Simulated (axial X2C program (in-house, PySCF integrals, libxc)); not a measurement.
**All-electron X2C curves of TeMn**

Aim: find the lowest determinant of TeMn, scan the bond at several levels and fit the constants, once spin-free and once with spin–orbit coupling.

Computed with an in-house X2C program for linear molecules on PySCF integrals. Level: all-electron X2C, Te dyall-cv3z, Mn dyall-cv3z.

All values are calculated.

### 1 Set-up

The input, task.json:

```json
{"zs": [52, 25], "q": 0, "bas": ["dyall-cv3z", "dyall-cv3z"], "levels": ["PBE0", "HF", "PBEsol"], "cc": true, "r0": 2.33, "thr": -1.0, "nmax": 90, "npts": 10, "nst": 2, "ntry": 6}
```

Keys: zs atomic numbers; q charge; bas basis sets; levels methods (HF also brings MP2); cc coupled cluster on or off; r0 starting distance in Å; thr threshold in hartree for freezing inner shells (an s shell follows its p shell); nmax most natural virtual spinors; npts points asked for on the curve; nst determinants followed; ntry starts of the search.

Run with:

```bash
$ python so2c.py task.json out
```

Spin-free means the one-electron spin-free X2C Hamiltonian; two-component (2c) means X2C with spin–orbit coupling and atomic mean-field two-electron Coulomb and Gaunt terms. Basis: Te dyall-cv3z contracted to [11s12p8d4f1g], Mn dyall-cv3z contracted to [9s10p6d3f2g]; Gaussian nuclei, density fitting. Masses: Te 129.906 u, Mn 54.938 u.

Notation: σ, π±, δ± give the projection m of an orbital's angular momentum (0, ±1, ±2), α and β its spin, Λ and M_S the sums; ω is the projection of a spinor's total angular momentum and Ω the sum. Logs are in hartree.

The results follow Hamiltonian by Hamiltonian and level by level.

### 2 Which state to follow

PBE0 moves the distance from 2.330 Å to 2.417 Å and compares determinants there.

Spin-free determinants:

| ΔE (eV) | state | open shells |
| --- | --- | --- |
| 0.00 | M_S = 5/2, Λ = 0 | beyond closed shells: σα, π+α, π-α, δ+α, δ-α |
| 0.71 | M_S = 5/2, Λ = 1 | beyond closed shells: 2 × σα, π+α, δ+α, δ-α |
| 0.89 | M_S = 7/2, Λ = 1 | beyond closed shells: 2 × σα, 2 × π+α, π+β, 2 × π-α, δ+α, δ-α |
| 1.03 | M_S = 3/2, Λ = 1 | beyond closed shells: π+α, δ+α, δ-α |
| 1.31 | M_S = 5/2, Λ = 1 | beyond closed shells: 2 × π+α, π+β, 2 × π-α, δ+α, δ-α |
| 1.75 | M_S = 3/2, Λ = 2 | beyond closed shells: σα, π+α, π+β, δ+α, δ-α |
| 1.75 | M_S = 3/2, Λ = 0 | beyond closed shells: σα, π+β, π-α, δ+α, δ-α |

Two-component determinants:

```
ΔE (eV)    state                                       open shells
   0.00  Ω = 5/2                     excess of +ω over −ω: ω = 5/2
   0.54  Ω = 3/2  excess of +ω over −ω: ω = 1/2, ω = -3/2, ω = 5/2
   0.93  Ω = 7/2        excess of +ω over −ω: 2 × ω = 1/2, ω = 5/2
```

### 3 PBE0, spin-free

State followed: M_S = 5/2, Λ = 0 (beyond closed shells: σα, π+α, π-α, δ+α, δ-α). The scan is laid around 2.417 Å, a first estimate of the minimum, and this SCF restarts from the orbitals of the search.

Output at 2.417 Å:

```text
spin-free X2C-1e  PBE0
basis functions 232  fitting functions 1228  grid points 5802
iter        total energy     max residual
   1      -7951.883278597     7.23e-05
   2      -7951.883278673     4.83e-05
   3      -7951.883278705     1.90e-05
   4      -7951.883278710     9.27e-06
converged
one-electron -11488.42888335  Coulomb 3481.73211079  exact exchange -56.55737218  xc functional -173.25072032  nuclear repulsion 284.62158635
```

Along the bond, energies from the lowest point:

| R (Å) | E (eV) | μ (D) | HOMO (eV) | LUMO (eV) | iterations |
| --- | --- | --- | --- | --- | --- |
| 2.103 | 0.8554 | 4.85 | -5.82 | -2.89 | 51 |
| 2.200 | 0.3364 | 5.20 | -5.76 | -3.10 | 24 |
| 2.272 | 0.1224 | 5.44 | -5.72 | -3.24 | 19 |
| 2.345 | 0.0193 | 5.65 | -5.67 | -3.36 | 17 |
| 2.417 | 0.0000 | 5.83 | -5.62 | -3.48 | 4 |
| 2.502 | 0.0550 | 6.01 | -5.57 | -3.59 | 17 |
| 2.586 | 0.1683 | 6.16 | -5.52 | -3.69 | 15 |
| 2.695 | 0.3681 | 6.32 | -5.46 | -3.78 | 16 |
| 2.828 | 0.6545 | 6.50 | -5.40 | -3.85 | 15 |

Dipoles are positive if Mn is the positive end.

Outer orbitals at the reference distance:

```tsv
symmetry	occupied	ε (eV)	atomic character
σβ	yes	-15.64	76% Te s, 10% Mn p, 7% Mn s
σα	yes	-15.54	74% Te s, 9% Mn p, 9% Mn d
δ+α	yes	-10.75	100% Mn d
δ-α	yes	-10.75	100% Mn d
π+α	yes	-10.73	98% Mn d
π-α	yes	-10.73	98% Mn d
σα	yes	-10.60	90% Mn d, 4% Te s, 4% Te p
σβ	yes	-7.47	70% Te p, 15% Mn s, 8% Mn d
σα	yes	-7.40	50% Mn s, 43% Te p, 3% Te s
π-β	yes	-5.91	74% Te p, 18% Mn d, 7% Mn p
π+β	yes	-5.91	74% Te p, 18% Mn d, 7% Mn p
π-α	yes	-5.62	81% Te p, 14% Mn p, 5% Mn d
π+α	yes	-5.62	81% Te p, 14% Mn p, 5% Mn d
σα	no	-3.48	42% Mn p, 32% Te p, 23% Mn s
σβ	no	-2.71	60% Mn s, 19% Mn p, 14% Mn d
π+β	no	-1.73	79% Mn d, 11% Te p, 8% Mn p
π-β	no	-1.73	79% Mn d, 11% Te p, 8% Mn p
```

PBE0 fields in the half plane through the axis: z from -2.4 to 4.8 Å across, distance from the axis 0.15 to 2.25 Å upwards; Te lies at z = 0 and Mn at z = 2.417 Å; the ELF is damped to zero where the density is low.

log10 density (e/bohr³). Ten even steps from '0' (-4.46 ) to '9' (1.83 ):
```
0011222222222222222111000
0112233333333322222221100
1122333444433333333222110
1223344444444433333322210
1223445555544444444332211
1233455565554455555433211
2234456777655556776443221
2234456898655567976543221
```

ELF. Ten even steps from '0' (0.00 ) to '9' (0.80 ):
```
0001245666543333322100000
0002467888765444433221000
0024689999876554433332100
0136899999987643223332100
0147998766888522222222100
0257884333477323553222110
0257853898346349996211110
1357736696635278968311100
```

Re = 2.400 Å, ωe = 298.4 cm⁻¹, ωexe = 0.846 cm⁻¹, Be = 0.0758 cm⁻¹, De = 2.28 eV, μ = 5.79 D.

### 4 HF, spin-free

Output at 2.417 Å:

```text
spin-free X2C-1e  HF
basis functions 232  fitting functions 1228  grid points 5802
iter        total energy     max residual
   1      -7948.304674926     3.44e-01
   2      -7948.358497457     1.73e-02
   3      -7948.366765343     6.50e-02
   4      -7948.369883356     1.48e-02
   5      -7948.371010023     7.59e-03
   6      -7948.372001737     1.69e-02
   7      -7948.372328694     8.74e-03
   8      -7948.372442223     7.48e-04
   9      -7948.372462971     1.61e-03
  10      -7948.372474694     1.04e-03
  11      -7948.372480597     1.84e-04
  12      -7948.372482087     2.46e-04
  13      -7948.372482351     1.14e-04
  14      -7948.372482384     9.72e-06
  15      -7948.372482388     8.94e-06
  16      -7948.372482389     3.57e-06
  17      -7948.372482389     4.98e-07
converged
one-electron -11486.30432501  Coulomb 3479.74515594  exact exchange -226.43489966  xc functional 0.00000000  nuclear repulsion 284.62158635
```

Re = 2.626 Å, ωe = 210.1 cm⁻¹, ωexe = 0.535 cm⁻¹, Be = 0.06331 cm⁻¹, De = 0.661 eV, μ = 5.88 D.

### 5 PBEsol, spin-free

Output at 2.417 Å:

```text
spin-free X2C-1e  PBEsol
basis functions 232  fitting functions 1228  grid points 5802
iter        total energy     max residual
   1      -7947.650336306     5.84e-01
   2      -7947.654998578     3.58e-02
   3      -7947.662471364     2.38e-01
   4      -7947.663047516     1.34e-02
   5      -7947.664884511     8.67e-02
   6      -7947.665182257     3.14e-02
   7      -7947.665229176     3.22e-03
   8      -7947.665229839     5.84e-03
   9      -7947.665234226     2.38e-04
  10      -7947.665234269     3.65e-04
  11      -7947.665234292     1.55e-05
  12      -7947.665234293     2.24e-05
  13      -7947.665234293     1.81e-06
converged
one-electron -11488.09958506  Coulomb 3481.29933392  exact exchange 0.00000000  xc functional -225.48656949  nuclear repulsion 284.62158635
```

Re = 2.357 Å, ωe = 316 cm⁻¹, ωexe = 0.784 cm⁻¹, Be = 0.07862 cm⁻¹, De = 3.29 eV, μ = 4.67 D.

### 6 Correlated methods, spin-free

Correlated methods: 13 electrons correlated (frozen shells, counted by type: Te 4 s, 3 p, 2 d; Mn 3 s, 2 p), 311 virtual spinors in MP2.

Output of the correlated part at 2.417 Å:

```text
correlated 13  virtual 311  natural virtual 90  E(MP2) -0.246121977  MP2 remainder -0.015805948
iter   CCSD correlation   residual
   1     -0.244729798   1.24e-01
   2     -0.252379384   6.48e-02
   3     -0.255989744   3.98e-02
   4     -0.257605044   2.36e-02
   5     -0.258299048   9.51e-03
   6     -0.258417871   3.67e-03
   7     -0.258449272   1.54e-03
   8     -0.258451662   8.02e-04
   9     -0.258451958   4.22e-04
  10     -0.258455306   2.02e-04
  11     -0.258454967   7.86e-05
  12     -0.258455964   3.55e-05
  13     -0.258455659   1.60e-05
  14     -0.258455710   7.43e-06
  15     -0.258455749   3.64e-06
  16     -0.258455797   2.01e-06
  17     -0.258455822   9.39e-07
  18     -0.258455832   4.38e-07
(T) -0.011493750  T1 0.0648  D1 0.1659  max T2 0.087
```

T1 in the output is the amplitude norm over the root of the electron number; divide by √2 for the Lee–Taylor value.

Coupled cluster ran at too few distances for a curve.

MP2: No constants are quoted: the reference is strongly spin-contaminated.

### 7 A higher determinant, spin-free

State: M_S = 5/2, Λ = 1 (beyond closed shells: 2 × σα, π+α, δ+α, δ-α).

Output at the reference distance:

```text
spin-free X2C-1e  PBE0
basis functions 232  fitting functions 1228  grid points 5802
iter        total energy     max residual
   1      -7951.857154416     3.60e-05
   2      -7951.857154428     3.69e-05
   3      -7951.857154453     1.47e-05
   4      -7951.857154453     1.75e-05
converged
one-electron -11486.20551224  Coulomb 3479.53972704  exact exchange -56.57120561  xc functional -173.24174998  nuclear repulsion 284.62158635
```

| R (Å) | E above the lowest PBE0 point (eV) |
| --- | --- |
| 2.103 | 2.378 |
| 2.200 | 1.599 |
| 2.272 | 1.194 |
| 2.345 | 0.906 |
| 2.417 | 0.711 |
| 2.502 | 0.574 |
| 2.586 | 0.512 |
| 2.695 | 0.513 |
| 2.828 | 0.600 |

Re = 2.637 Å, ωe = 215.7 cm⁻¹, ωexe = 0.523 cm⁻¹, Be = 0.06278 cm⁻¹, μ = 2.23 D. ⟨S²⟩ = 9.69 against 8.75 for a pure state, so this determinant mixes spins. Te = 0.50 eV.

### 8 The spin-free curves together

Energy (eV) of the followed determinant, spin-free, from each level's lowest point:

| R (Å) | PBE0 | HF | MP2 (spin-contaminated) | PBEsol |
| --- | --- | --- | --- | --- |
| 2.103 | 0.855 | 1.804 | 1.015 | 0.656 |
| 2.200 | 0.336 | 1.024 | 0.427 | 0.217 |
| 2.272 | 0.122 | 0.629 | 0.177 | 0.056 |
| 2.345 | 0.019 | 0.355 | 0.046 | 0.000 |
| 2.417 | 0.000 | 0.174 | 0.000 | 0.023 |
| 2.502 | 0.055 | 0.052 | 0.020 | 0.121 |
| 2.586 | 0.168 | 0.000 | 0.092 | 0.274 |
| 2.695 | 0.368 | 0.008 | 0.234 | 0.520 |
| 2.828 | 0.654 | 0.096 | 0.449 | 0.858 |

### 9 PBE0, 2c

State followed: Ω = 5/2 (excess of +ω over −ω: ω = 5/2). The scan is laid around 2.417 Å, a first estimate of the minimum, and this SCF restarts from the orbitals of the search.

Output at 2.417 Å:

```text
two-component X2C + atomic mean field  PBE0
basis functions 232  fitting functions 1228  grid points 5802
iter        total energy     max residual
   1      -7948.740695449     3.19e-05
   2      -7948.740695455     1.27e-05
converged
one-electron -11479.29058513  Coulomb 3479.96481684  exact exchange -56.52767615  xc functional -173.16251771  nuclear repulsion 284.62158635  atomic mean-field constant -4.34631965
```

Along the bond, energies from the lowest point:

| R (Å) | E (eV) | μ (D) | HOMO (eV) | LUMO (eV) | iterations |
| --- | --- | --- | --- | --- | --- |
| 2.103 | 0.8897 | 4.76 | -5.62 | -2.87 | 43 |
| 2.200 | 0.3631 | 5.08 | -5.56 | -3.07 | 25 |
| 2.272 | 0.1420 | 5.28 | -5.52 | -3.21 | 21 |
| 2.345 | 0.0302 | 5.45 | -5.48 | -3.33 | 17 |
| 2.417 | 0.0000 | 5.57 | -5.45 | -3.44 | 2 |
| 2.502 | 0.0388 | 5.66 | -5.42 | -3.55 | 17 |
| 2.586 | 0.1311 | 5.69 | -5.41 | -3.63 | 15 |
| 2.695 | 0.2948 | 5.62 | -5.43 | -3.70 | 17 |
| 2.828 | 0.5209 | 5.42 | -5.40 | -3.74 | 18 |

Dipoles are positive if Mn is the positive end.

Outer spinors at the reference distance:

```json
{"ω": "-1/2", "occupied": "yes", "ε (eV)": "-15.66", "atomic character": "76% Te s, 10% Mn p, 7% Mn s", "λ mixture": "100% σ"}
{"ω": "1/2", "occupied": "yes", "ε (eV)": "-15.60", "atomic character": "74% Te s, 9% Mn p, 9% Mn d", "λ mixture": "100% σ"}
{"ω": "-3/2", "occupied": "yes", "ε (eV)": "-10.78", "atomic character": "100% Mn d", "λ mixture": "100% δ"}
{"ω": "-1/2", "occupied": "yes", "ε (eV)": "-10.75", "atomic character": "98% Mn d", "λ mixture": "100% π"}
{"ω": "3/2", "occupied": "yes", "ε (eV)": "-10.70", "atomic character": "98% Mn d", "λ mixture": "100% π"}
{"ω": "5/2", "occupied": "yes", "ε (eV)": "-10.69", "atomic character": "100% Mn d", "λ mixture": "100% δ"}
{"ω": "1/2", "occupied": "yes", "ε (eV)": "-10.60", "atomic character": "90% Mn d, 4% Te s, 4% Te p", "λ mixture": "100% σ"}
{"ω": "-1/2", "occupied": "yes", "ε (eV)": "-7.55", "atomic character": "71% Te p, 14% Mn s, 8% Mn d", "λ mixture": "97% σ, 3% π"}
{"ω": "1/2", "occupied": "yes", "ε (eV)": "-7.48", "atomic character": "47% Te p, 45% Mn s, 3% Te s", "λ mixture": "96% σ, 4% π"}
{"ω": "1/2", "occupied": "yes", "ε (eV)": "-6.14", "atomic character": "71% Te p, 15% Mn d, 8% Mn p", "λ mixture": "92% π, 8% σ"}
{"ω": "-1/2", "occupied": "yes", "ε (eV)": "-5.86", "atomic character": "81% Te p, 12% Mn p, 5% Mn d", "λ mixture": "96% π, 4% σ"}
{"ω": "-3/2", "occupied": "yes", "ε (eV)": "-5.74", "atomic character": "71% Te p, 20% Mn d, 8% Mn p", "λ mixture": "100% π"}
{"ω": "3/2", "occupied": "yes", "ε (eV)": "-5.45", "atomic character": "80% Te p, 16% Mn p, 4% Mn d", "λ mixture": "100% π"}
{"ω": "1/2", "occupied": "no", "ε (eV)": "-3.44", "atomic character": "41% Mn p, 33% Te p, 22% Mn s", "λ mixture": "96% σ, 4% π"}
{"ω": "-1/2", "occupied": "no", "ε (eV)": "-2.67", "atomic character": "60% Mn s, 18% Mn p, 15% Mn d", "λ mixture": "100% σ"}
{"ω": "-3/2", "occupied": "no", "ε (eV)": "-1.72", "atomic character": "77% Mn d, 12% Te p, 8% Mn p", "λ mixture": "100% π"}
{"ω": "1/2", "occupied": "no", "ε (eV)": "-1.68", "atomic character": "82% Mn d, 9% Te p, 7% Mn p", "λ mixture": "100% π"}
```

PBE0 fields in the half plane through the axis: z from -2.4 to 4.8 Å across, distance from the axis 0.15 to 2.25 Å upwards; Te lies at z = 0 and Mn at z = 2.417 Å; the ELF is damped to zero where the density is low.

log10 density (e/bohr³). Ten even steps from '0' (-4.41 ) to '9' (1.83 ):
```
0011222222222222221111000
0112223333333322222211100
1122333444333333333222110
1223344444444333333322110
1223444555544444444332211
1233455565554455555433211
2234456777655556765443221
2234456898655567976543221
```

ELF. Ten even steps from ' ' (0.00 ) to '@' (0.80 ):
```
      ..::--++******++==----::::::::::..          
      ::==**##%%%%%%##**++========------::..      
    ::==**%%@@@@@@@@%%##**++======--------::..    
  ..--**%%@@@@@@@@@@@@%%##**==--::::--------::    
  ..==##@@@@%%##****%%%%%%++::::::::::::--::::..  
  ::++##@@%%==------==####--::==++++--::::::::..  
  ::++##%%++--%%@@%%--==**--==@@@@@@**::........  
..--++####--****@@****--++::##%%@@**%%--........  
```

Re = 2.413 Å, ωe = 283.9 cm⁻¹, ωexe = 1.14 cm⁻¹, Be = 0.07496 cm⁻¹, De = 2.06 eV, μ = 5.57 D.

### 10 HF, 2c

The SCF at the reference distance of 2.417 Å:

```text
two-component X2C + atomic mean field  HF
basis functions 232  fitting functions 1228  grid points 5802
iter        total energy     max residual
   1      -7945.161206182     3.98e-01
   2      -7945.214688651     1.68e-02
   3      -7945.223516644     7.39e-02
   4      -7945.226838382     1.97e-02
   5      -7945.228594743     1.29e-02
   6      -7945.230250536     2.83e-02
   7      -7945.230920012     1.65e-02
   8      -7945.231475320     4.20e-03
   9      -7945.231810129     1.23e-02
  10      -7945.232303293     1.43e-02
  11      -7945.232559091     7.12e-03
  12      -7945.232669548     6.64e-04
  13      -7945.232691486     1.76e-03
  14      -7945.232698579     9.51e-04
  15      -7945.232700828     1.09e-04
  16      -7945.232701317     2.23e-04
  17      -7945.232701425     1.02e-04
  18      -7945.232701446     9.16e-06
  19      -7945.232701450     1.64e-05
  20      -7945.232701451     8.50e-06
  21      -7945.232701451     1.21e-06
converged
one-electron -11476.83990977  Coulomb 3477.66336777  exact exchange -226.33142613  xc functional 0.00000000  nuclear repulsion 284.62158635  atomic mean-field constant -4.34631965
```

No constants are quoted: too few points lie around the minimum for a second fit to confirm the first.

### 11 PBEsol, 2c

Output at 2.417 Å:

```text
two-component X2C + atomic mean field  PBEsol
basis functions 232  fitting functions 1228  grid points 5802
iter        total energy     max residual
   1      -7944.510658323     5.84e-01
   2      -7944.516453446     3.35e-02
   3      -7944.522940657     2.34e-01
   4      -7944.523565838     1.59e-02
   5      -7944.525168243     8.39e-02
   6      -7944.525450058     2.65e-02
   7      -7944.525487995     3.61e-03
   8      -7944.525489824     5.49e-03
   9      -7944.525493681     7.65e-04
  10      -7944.525493863     4.94e-04
  11      -7944.525493921     9.72e-05
  12      -7944.525493923     5.21e-05
  13      -7944.525493924     1.08e-05
converged
one-electron -11478.99072757  Coulomb 3479.56186103  exact exchange 0.00000000  xc functional -225.37189408  nuclear repulsion 284.62158635  atomic mean-field constant -4.34631965
```

Re = 2.363 Å, ωe = 309 cm⁻¹, ωexe = 0.86 cm⁻¹, Be = 0.07819 cm⁻¹, De = 3.04 eV, μ = 4.57 D.

### 12 MP2, 2c

Correlated methods: 13 electrons correlated (frozen shells, counted by type: Te 4 s, 3 p, 2 d; Mn 3 s, 2 p), 311 virtual spinors in MP2.

Output of the correlated part at 2.417 Å:

```text
correlated 13  virtual 311  natural virtual 90  E(MP2) -0.234495119  MP2 remainder -0.015479896
iter   CCSD correlation   residual
   1     -0.235604406   1.22e-01
   2     -0.243707016   6.40e-02
   3     -0.246679594   4.12e-02
   4     -0.248497271   2.86e-02
   5     -0.249406239   1.68e-02
   6     -0.249771682   1.12e-02
   7     -0.250040530   7.55e-03
   8     -0.250148893   4.10e-03
   9     -0.250193505   1.92e-03
  10     -0.250210357   8.13e-04
  11     -0.250216754   3.71e-04
  12     -0.250218149   1.84e-04
  13     -0.250219718   1.06e-04
  14     -0.250220994   5.80e-05
  15     -0.250222122   3.20e-05
  16     -0.250222817   1.89e-05
  17     -0.250223338   1.25e-05
  18     -0.250223604   8.09e-06
  19     -0.250223833   5.56e-06
  20     -0.250223959   3.36e-06
  21     -0.250224003   1.69e-06
  22     -0.250224008   9.21e-07
(T) -0.010278184  T1 0.0936  D1 0.3065  max T2 0.062
```

Coupled cluster ran at too few distances for a curve.

MP2: No constants are quoted: the reference is strongly spin-contaminated.

### 13 A higher determinant, 2c

State: Ω = 3/2 (excess of +ω over −ω: ω = 1/2, ω = -3/2, ω = 5/2).

Output at the reference distance:

```text
two-component X2C + atomic mean field  PBE0
basis functions 232  fitting functions 1228  grid points 5802
iter        total energy     max residual
   1      -7948.720706622     5.53e-05
   2      -7948.720706630     3.62e-05
   3      -7948.720706633     8.18e-06
converged
one-electron -11477.28624471  Coulomb 3477.98799390  exact exchange -56.54149397  xc functional -173.15622855  nuclear repulsion 284.62158635  atomic mean-field constant -4.34631965
```

| R (Å) | E above the lowest PBE0 point (eV) |
| --- | --- |
| 2.103 | 2.226 |
| 2.200 | 1.441 |
| 2.272 | 1.033 |
| 2.345 | 0.742 |
| 2.417 | 0.544 |
| 2.502 | 0.404 |
| 2.586 | 0.339 |
| 2.695 | 0.337 |
| 2.828 | 0.420 |

No constants are quoted: too few points lie around the minimum for a second fit to confirm the first.

### 14 The 2c curves together

Energy (eV) of the followed determinant, 2c, from each level's lowest point:

| R (Å) | PBE0 | HF | MP2 (spin-contaminated) | PBEsol |
| --- | --- | --- | --- | --- |
| 2.103 | 0.890 | 2.193 | 1.032 | 0.672 |
| 2.200 | 0.363 | 1.387 | 0.476 | 0.228 |
| 2.272 | 0.142 | 0.959 | 0.264 | 0.062 |
| 2.345 | 0.030 | 0.637 | 0.156 | 0.000 |
| 2.417 | 0.000 | 0.395 | 0.088 | 0.016 |
| 2.502 | 0.039 | 0.196 | 0.030 | 0.105 |
| 2.586 | 0.131 | 0.071 | 0.000 | 0.246 |
| 2.695 | 0.295 | 0.000 | 0.009 | 0.474 |
| 2.828 | 0.521 | 0.015 | 0.090 | 0.784 |

The whole job took 3.8 min on 1 thread of INTEL XEON PLATINUM 8581C at 2.10GHz (Emerald Rapids), shared host; peak memory 0.86 GiB.

### 15 Constants

Lowest determinant that the search found at its distance, spin-free: M_S = 5/2, Λ = 0 (beyond closed shells: σα, π+α, π-α, δ+α, δ-α).

Lowest determinant that the search found at its distance, 2c: Ω = 5/2 (excess of +ω over −ω: ω = 5/2).

```csv
Hamiltonian,level,Re (Å),ωe (cm⁻¹),De (eV),μ (D)
spin-free,PBE0,2.400,298.4,2.28,5.79
spin-free,HF,2.626,210.1,0.661,5.88
spin-free,PBEsol,2.357,316,3.29,4.67
2c,PBE0,2.413,283.9,2.06,5.57
2c,PBEsol,2.363,309,3.04,4.57
```

Dipoles are positive if Mn is the positive end. No constants: spin-free MP2 (the reference is strongly spin-contaminated); 2c HF (too few points lie around the minimum for a second fit to confirm the first); 2c MP2 (the reference is strongly spin-contaminated).

Time per point (s) on 1 thread of INTEL XEON PLATINUM 8581C at 2.10GHz (Emerald Rapids), shared host (2c runs); the times are rough: PBE0 2.2, PBEsol 0.89.

At PBE0, going from spin-free to two-component changes Re by +13 mÅ, ωe by -4.9 %; at least one of these shifts is too large to ignore. De moves by -0.22 eV; both De rest on single-determinant atoms, which can miss part of an open shell's spin–orbit lowering.

De refers to Te + Mn, each in the lowest determinant found, which need not be this curve's own limit. The state is a single determinant with fixed occupations, the lowest that a limited PBE0 search found. Dissociation energies refer to the lowest single-determinant-based atoms at the same level and basis. Density functionals use the spin component along the axis (collinear). With several unpaired electrons one determinant need not be a pure state. The spin-free determinant is spin-contaminated at some levels.
